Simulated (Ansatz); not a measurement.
Geometry optimisation, Ansatz 0.2.0, DFT PBE, scalar-relativistic, plane waves, PAW.

The input (input.yaml):

```yaml
accuracy: low
crystal:
  lattice:
    - [5.79654, 0.0, 0.0]
    - [-2.89827, 5.019951, 0.0]
    - [0.0, 0.0, 15.249725]
  atoms:
    - { symbol: W, position: [0.0, 0.0, 0.065575] }
    - { symbol: C, position: [0.3333333, 0.1666667, 0.1584668] }
    - { symbol: W, position: [0.0, 0.0, 0.2513586] }
    - { symbol: C, position: [0.3333333, 0.1666667, 0.3442505] }
    - { symbol: W, position: [0.0, 0.5, 0.065575] }
    - { symbol: C, position: [0.3333333, 0.6666667, 0.1584668] }
    - { symbol: W, position: [0.0, 0.5, 0.2513586] }
    - { symbol: C, position: [0.3333333, 0.6666667, 0.3442505] }
    - { symbol: W, position: [0.5, 0.0, 0.065575] }
    - { symbol: C, position: [0.8333333, 0.1666667, 0.1584668] }
    - { symbol: W, position: [0.5, 0.0, 0.2513586] }
    - { symbol: C, position: [0.8333333, 0.1666667, 0.3442505] }
    - { symbol: W, position: [0.5, 0.5, 0.065575] }
    - { symbol: C, position: [0.8333333, 0.6666667, 0.1584668] }
    - { symbol: W, position: [0.5, 0.5, 0.2513586] }
    - { symbol: C, position: [0.8333333, 0.6666667, 0.3442505] }
    - { symbol: "N", position: [0.1896586, 0.8407828, 0.369169] }
basis:
  ecutwfc: 420.0
kpoints:
  mp_grid: { grid: [2, 2, 1] }
hamiltonian:
  xc: pbe
  pseudopotentials: { kind: paw, azcp: { folder: soft_1 } }
scf:
  occupations: { method: fermi_dirac, width: 0.1 }
  lower_state_search: "off"
relax:
  f_tol: 0.08
  max_steps: 25
  adjacent_minimum: "off"
  constraints: [{ sites: [0, 4, 8, 12] }]
output:
  write_density: true
  write_potential: true
  elf: true
  volumetric_format: npy
```

Command:

```bash
$ ansatz run input.yaml --threads 1 --pin off --max-ram 3072MiB --backend cpu --events-out ev --progress --plain --runs-dir out
```

Q: Where does it end, and by what steps?

A: The forces met the threshold. Limits of this set-up: coarse k mesh, thin slab, slab without dipole correction, odd electron count without spin, low accuracy level. After 6 steps the energy has fallen by 2.797 eV; C12 moved furthest, 0.32 Å.

| step | energy less start (eV) | largest force component (eV/Å) | accepted |
| --- | --- | --- | --- |
| 0 | 0.0000 | 3.963 | yes |
| 1 | -1.8784 | 2.514 | yes |
| 2 | -2.6397 | 1.193 | yes |
| 3 | -2.4349 | 1.533 | no |
| 4 | -2.7914 | 0.241 | yes |
| 5 | -2.7963 | 0.082 | yes |
| 6 | -2.7967 | 0.006 | yes |

```xyz
17
Lattice="5.7965 0.0000 0.0000 -2.8983 5.0200 0.0000 0.0000 0.0000 15.2497" Properties=species:S:1:pos:R:3
W 0.000 0.000 1.000
C 1.449 0.877 2.348
W -0.019 0.011 3.791
C 1.450 0.562 5.175
W -1.449 2.510 1.000
C 0.035 3.326 2.348
W -1.449 2.488 3.791
C -0.237 3.484 5.175
W 2.898 0.000 1.000
C 4.347 0.837 2.286
W 2.918 0.011 3.791
C 4.348 0.837 4.925
W 1.449 2.510 1.000
C 2.863 3.326 2.348
W 1.450 2.510 3.993
C 3.137 3.484 5.175
N -1.448 4.183 5.679
```

Whether the end is a true minimum wasn't checked by a vibrational analysis.

Run time: 85 s on 1 thread of Arm Neoverse V1 (shared host), peak memory 0.67 GiB.
